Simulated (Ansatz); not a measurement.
What does this script print? It uses Ansatz 0.2.0, Python API.

`relaxed_scan_ch4clge.py`:
```python
"""One bond of CH4ClGe held at set lengths while the rest relaxes."""

import warnings

import ansatz as az
import numpy as np

warnings.simplefilter("ignore", az.DeckWarning)

geometry_ang = [
    ("C", (-0.6889, 0.3917, -0.2439)),
    ("Ge", (0.6906, -0.8767, -0.1396)),
    ("Cl", (0.9921, -1.3907, 1.9233)),
    ("H", (-0.3795, 1.3558, 0.3107)),
    ("H", (-1.6649, 0.0002, 0.1536)),
    ("H", (-0.9074, 0.7204, -1.32)),
    ("H", (2.0191, -0.2687, -0.7298)),
]
geometry = az.Crystal.molecule()
for symbol, xyz in geometry_ang:
    geometry = geometry.atom(symbol, xyz)

job = geometry.calculation().basis(gaussian="def2-SVP").functional("HF").spin("collinear", total=1)
symbols = [site.symbol for site in geometry.cartesian_sites]
pairs = [(0, 1), (0, 3), (0, 4), (0, 5), (1, 2), (1, 6)]
print("held (A)   E (eV)        ", "  ".join(f"{symbols[i]}{i}-{symbols[j]}{j}" for i, j in pairs))
for length in [1.45, 1.58, 1.7, 1.89, 2.13]:
    report = job.relax(constraints=[az.DistanceConstraint((1, 6), at=length)], force_tolerance=0.02, max_steps=60).run(threads=1).report
    xyz = np.array(report["positions_ang"])
    print(f"{length:6.2f} {report['free_energy_ev']:14.5f}  ", "  ".join(f"{np.linalg.norm(xyz[i] - xyz[j]):.3f}" for i, j in pairs))
```

```console
$ python relaxed_scan_ch4clge.py
held (A)   E (eV)         C0-Ge1  C0-H3  C0-H4  C0-H5  Ge1-Cl2  Ge1-H6
  1.45   -70059.58542   1.959  1.092  1.089  1.091  2.188  1.450
  1.58   -70059.64986   1.960  1.091  1.089  1.091  2.186  1.580
  1.70   -70059.48084   1.960  1.091  1.090  1.091  2.185  1.700
  1.89   -70058.99227   1.961  1.091  1.090  1.090  2.182  1.890
  2.13   -70058.32550   1.967  1.092  1.091  1.090  2.190  2.130
```

Reading the output:
- Total energies depend on the basis set; only differences at equal settings carry meaning.
- The energies are electronic: no zero-point or thermal terms, and the basis set is short of its limit.
- The species is open-shell (spin multiplicity 2).
- The expectation value of S² is noticeably off S(S+1) in at least one run, so that state is spin-contaminated.
- The script silences the warnings on its input, which a real study should read.
- The whole script took 77 s on 1 thread of Arm Neoverse V1 (shared host), peak memory 0.3 GiB.
